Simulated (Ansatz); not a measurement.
**TiCl4 in a box, Cl2 in a box: relaxing the atoms**

Aim: for TiCl4 in a box, Cl2 in a box, 2 runs in a chain (relaxing the atoms).

Program: Ansatz 0.2.0. Level of theory: DFT PBE+U+D3(BJ), scalar-relativistic, plane waves, PAW, and further levels as typed in the inputs. These are calculated values, not measurements.

## (1) The system as given

It takes space group P-43m (No. 215, cubic). Conventional cell: a = 13.000 Å, b = 13.000 Å, c = 13.000 Å, α = 90.00°, β = 90.00°, γ = 90.00°. Ti (site symmetry -43m) has 4 Cl at 2.17 Å as nearest neighbours. Cl (site symmetry 3m) is surrounded by 1 Ti at 2.17 Å.

Coordinates:

```cif
data_structure
_symmetry_space_group_name_H-M 'P-43m'
_symmetry_Int_Tables_number 215
_cell_length_a 13.0000
_cell_length_b 13.0000
_cell_length_c 13.0000
_cell_angle_alpha 90.000
_cell_angle_beta 90.000
_cell_angle_gamma 90.000
_cell_volume 2197.00
loop_
_atom_site_label
_atom_site_type_symbol
_atom_site_symmetry_multiplicity
_atom_site_Wyckoff_symbol
_atom_site_fract_x
_atom_site_fract_y
_atom_site_fract_z
_atom_site_occupancy
Ti1 Ti 1 b 0.50000 0.50000 0.50000 1
Cl1 Cl 4 e 0.59637 0.59637 0.59637 1
```

## (2) Relaxing the atoms: TiCl4 in a box, no spin

input.yaml

```yaml
crystal:
  lattice:
    - [13.0, 0.0, 0.0]
    - [0.0, 13.0, 0.0]
    - [0.0, 0.0, 13.0]
  atoms:
    - { symbol: Ti, position: [0.5, 0.5, 0.5] }
    - { symbol: Cl, position: [0.59637308, 0.59637308, 0.59637308] }
    - { symbol: Cl, position: [0.59637308, 0.40362692, 0.40362692] }
    - { symbol: Cl, position: [0.40362692, 0.59637308, 0.40362692] }
    - { symbol: Cl, position: [0.40362692, 0.40362692, 0.59637308] }
scf:
  occupations: { method: gaussian, width: 0.03 }
output:
  forces: true
  stress: false
  eigenvalues: true
  write_density: true
  write_potential: true
  elf: true
  volumetric_format: npy
hamiltonian:
  xc: pbe
  dispersion: d3bj
  hubbard: { sites: [{ species: Ti, l: d, u_eff: 2.0 }] }
kpoints:
  mp_grid: { grid: [1, 1, 1] }
relax:
  f_tol: 0.01
```

Run with:

```console
ansatz run input.yaml --threads 8 --pin off --max-ram 24576MiB --backend cpu --events-out ev --progress --plain --runs-dir out
```

Output, shortened:

```text
Warning: RAYON_NUM_THREADS=8 ignored (pool sized by the plan → 8); use --threads N
Ti: projections on atomic orbitals take those of the free atom [Ne] 3s2 3p6 3d2 4s2, of charge +0.00 (hamiltonian.pseudopotentials.projection_atoms); the dataset's partial waves leave at most 4.1e-7 of an orbital's norm unspanned inside its sphere
Cl: projections on atomic orbitals take those of the free atom [Ne] 3s2 3p5, of charge +0.00 (hamiltonian.pseudopotentials.projection_atoms); the dataset's partial waves leave at most 2.1e-7 of an orbital's norm unspanned inside its sphere
[...]
Pseudopotentials: kind: paw
Pseudopotential: Ti, paw, valence charge 12, recommended cutoff 420 eV (normal), Ti.paw.azcp
Pseudopotential: Cl, paw, valence charge 7, recommended cutoff 420 eV (normal), Cl.paw.azcp
Functional definition: PBE
[...]
Crystal: 5 atoms, lattice volume = 2197.000 Å³
Basis set: ecut = 420 eV, 42931 PW (Γ), exchange–correlation on 180×180×180 points (8 copies of the dense FFT grid, shifted against one another)
Bands: 25, of which v1, the nominal top of the filled ones, is band 20 counted from 1 (19 counted from 0)
Symmetry: 24 space group operations
Space group: P-43m (ITA 215), of the structure as read, at distance tolerance 1.3e-4 Å
k-points: 1
[...]
SCF iter   1: F=—  HF=-6825.409070 eV  |F-HF|=—  |Δ(HF+E_count)|=         —  Δρ=1.39e-2  dr2=5.82e0  ethr=3.10e-3  ⟨swp⟩=7.0  Hψ=125  notcnv=0
[...]
relax step   1: F+E_penalty+E_count = -6824.03268463 eV  Δ(F+E_penalty+E_count) = +0.000e0 eV  max|allowed force component| = 2.117e-1 eV/Å  Δτ_max = 0.0000 Å  (10 SCF iters, dr2 threshold 2.50e-6 eV, accepted)
[...]
relax step   2: F+E_penalty+E_count = -6824.04702122 eV  Δ(F+E_penalty+E_count) = -1.434e-2 eV  max|allowed force component| = 2.249e-3 eV/Å  Δτ_max = 0.0196 Å  (7 SCF iters, dr2 threshold 2.80e-6 eV, accepted)
[...]
relax step   3: F+E_penalty+E_count = -6824.04702122 eV  Δ(F+E_penalty+E_count) = +8.513e-10 eV  max|allowed force component| = 2.276e-3 eV/Å  Δτ_max = 0.0000 Å  (2 SCF iters, accepted)
WARN: The output density's exchange-correlation potential varies sharply where the density is thin. Do not read a vacuum level from v_tot or v_xc, or from such a field of the output density. On a cell that repeats whose density bears no net charge and no dipole along the vacuum's axis use [...]
SCF converged after 2 iterations
Free energy (F): -6824.047021 eV
[...]
E sigma→0 (E₀):  -6824.047021 eV
Fermi energy:    -5.855927 eV
[...]
--- Forces (eV/Å), atoms counted from 1 ---
  atom   1  Ti    -0.00000000     0.00000000    -0.00000000
  atom   2  Cl     0.00227560     0.00227560     0.00227560
  atom   3  Cl     0.00227560    -0.00227560    -0.00227560
  atom   4  Cl    -0.00227560     0.00227560    -0.00227560
  atom   5  Cl    -0.00227560    -0.00227560     0.00227560
[...]
--- Band table (eV) ---
[... band rows left out ...]
Occupation matrices written to <dir>
--- Relaxed structure (3 steps of the walk, 3 accepted, 0 SCFs on fresh bases) ---
  F+E_penalty+E_count = -6824.04702122 eV   max|allowed force component| = 2.276e-3 eV/Å
  atoms:
    - { symbol: Ti, position: [0.5, 0.5, 0.5] }
    - { symbol: Cl, position: [0.5972444919109157, 0.5972444919109157, 0.5972444919109157] }
    - { symbol: Cl, position: [0.5972444919109157, 0.40275550808908445, 0.40275550808908445] }
    - { symbol: Cl, position: [0.40275550808908445, 0.5972444919109157, 0.40275550808908445] }
    - { symbol: Cl, position: [0.40275550808908445, 0.40275550808908445, 0.5972444919109157] }
```

Wall time 14 s (8 threads of Intel Xeon at 2.50GHz (Skylake/Cascade Lake), shared host); peak memory 1.2 GiB.

Relaxation path:

```
step  E - E(step 1) (eV/cell)  largest force component (eV/Å)
   1                   0.0000                          0.2117
   2                  -0.0143                          0.0022
   3                  -0.0143                          0.0023
```

Step 1 is the start.

Density in a lattice plane of the grid's cell (edges 13.00 and 13.00 Å, at 0.403 of the third edge), which holds Cl.

Ten even steps from '0' (0.00 e/Å³) to '9' (1.60 e/Å³):
```
000000000000000000000000
000000000000000000000000
000000000000000000000000
000000000000000000000000
000000000000000000000000
000000000000000000000000
000000001683000000000000
000000004828100000000000
000000002894100000000000
000000000111011100000000
000000000000149820000000
000000000000182840000000
000000000000038610000000
000000000000000000000000
000000000000000000000000
000000000000000000000000
000000000000000000000000
000000000000000000000000
000000000000000000000000
000000000000000000000000
```
Columns run along the first of these edges and rows up along the second, over one cell in 24 and 20 even steps from the bottom left corner. Atoms in the plane (fractional): Cl at (0.60, 0.40), Cl at (0.40, 0.60).

ELF in the same plane.

Ten even steps from ' ' (0.00) to '@' (0.88):
```
                                                
                                                
                                                
                                                
                ..::::..                        
              ::++####**--                      
            ..++@@@@@@@@**..                    
            ::##@@##--@@%%::                    
            ..**@@@@@@@@==    ..                
              ::++####--  --####++::            
                  ..    ==@@@@@@@@**..          
                      ::%%@@--##@@##::          
                      ..**@@@@@@@@++..          
                        --**####++::            
                          ..::::..              
                                                
                                                
                                                
                                                
                                                
```
Columns run along the first of these edges and rows up along the second, over one cell in 24 and 20 even steps from the bottom left corner. Atoms in the plane (fractional): Cl at (0.60, 0.40), Cl at (0.40, 0.60).

Both are smooth fields of the valence electrons: close to the nuclei they are not physical.

Outside the cores ELF peaks at 0.89 beside Cl, off the lines to its neighbours, 0.8 Å from Cl.

## (3) Relaxing the atoms: Cl2 in a box, PBE+D3(BJ)

input.yaml

```yaml
crystal:
  lattice:
    - [12.0, 0.0, 0.0]
    - [0.0, 12.0, 0.0]
    - [0.0, 0.0, 12.0]
  atoms:
    - { symbol: Cl, position: [0.5, 0.5, 0.41708333] }
    - { symbol: Cl, position: [0.5, 0.5, 0.58291667] }
scf:
  occupations: { method: gaussian, width: 0.03 }
output:
  forces: true
  stress: false
  eigenvalues: true
hamiltonian:
  xc: pbe
  dispersion: d3bj
kpoints:
  mp_grid: { grid: [1, 1, 1] }
relax:
  f_tol: 0.01
```

Run with:

```console
ansatz run input.yaml --threads 8 --pin off --max-ram 24576MiB --backend cpu --events-out ev --progress --plain --runs-dir out
```

Output, shortened:

```text
Warning: RAYON_NUM_THREADS=8 ignored (pool sized by the plan → 8); use --threads N
[...]
[... 3 set-up lines as earlier in the session ...]
[...]
Crystal: 2 atoms, lattice volume = 1728.000 Å³
Basis set: ecut = 420 eV, 33833 PW (Γ), exchange–correlation on 162×162×162 points (8 copies of the dense FFT grid, shifted against one another)
Bands: 11, of which v1, the nominal top of the filled ones, is band 7 counted from 1 (6 counted from 0)
Symmetry: 16 space group operations
Space group: P4/mmm (ITA 123), of the structure as read, at distance tolerance 1.2e-4 Å
k-points: 1
[...]
SCF iter   1: F=—  HF=-2158.914504 eV  |F-HF|=—  |Δ(HF+E_count)|=         —  Δρ=2.15e-4  dr2=1.74e-4  ethr=1.77e-3  ⟨swp⟩=8.0  Hψ=85  notcnv=0
[...]
relax step   3: F+E_penalty+E_count = -2158.91679386 eV  Δ(F+E_penalty+E_count) = -1.233e-5 eV  max|allowed force component| = 3.751e-4 eV/Å  Δτ_max = 0.0006 Å  (3 SCF iters, accepted)
SCF converged after 3 iterations
Free energy (F): -2158.916794 eV
[...]
E sigma→0 (E₀):  -2158.916794 eV
Fermi energy:    -5.599752 eV
[...]
--- Forces (eV/Å), atoms counted from 1 ---
  atom   1  Cl     0.00000000    -0.00000000    -0.00037511
  atom   2  Cl     0.00000000    -0.00000000     0.00037511
[...]
--- Band table (eV) ---
  k-point 0: bands = ["-23.2495", "-19.0766", "-11.7154", "-9.6860", "-9.6860", "-7.0744", "-7.0744", "-4.1253", "-0.2988", "0.7291", "0.8262"]
--- Relaxed structure (3 steps of the walk, 3 accepted, 0 SCFs on fresh bases) ---
  F+E_penalty+E_count = -2158.91679386 eV   max|allowed force component| = 3.751e-4 eV/Å
  atoms:
    - { symbol: Cl, position: [0.5, 0.5, 0.4165075083900287] }
    - { symbol: Cl, position: [0.5, 0.5, 0.5834924916099713] }
```

Run time: 6.1 s. Hardware: 8 threads of Intel Xeon at 2.50GHz (Skylake/Cascade Lake), shared host; peak memory 0.87 GiB.

Step by step:

```
step  E - E(step 1) (eV/cell)  largest force component (eV/Å)
   1                   0.0000                          0.2699
   2                  -0.0018                          0.0215
   3                  -0.0018                          0.0004
```

Step 1 is the start.

## (4) Results

| step | system | level | energy (eV) | gap on the mesh (eV) | time |
| --- | --- | --- | --- | --- | --- |
| 2 | TiCl4 in a box | PBE+U+D3(BJ) (U: Ti 2 eV) | -6824.047 | 3.72 | 14 s |
| 3 | Cl2 in a box | PBE+D3(BJ) | -2158.917 | 2.95 | 6.1 s |

Totals of different systems or levels have different zeros; only balanced differences at one level mean anything.

**Reading.** The rows set the runs side by side; convergence of the settings was not tested in this session.
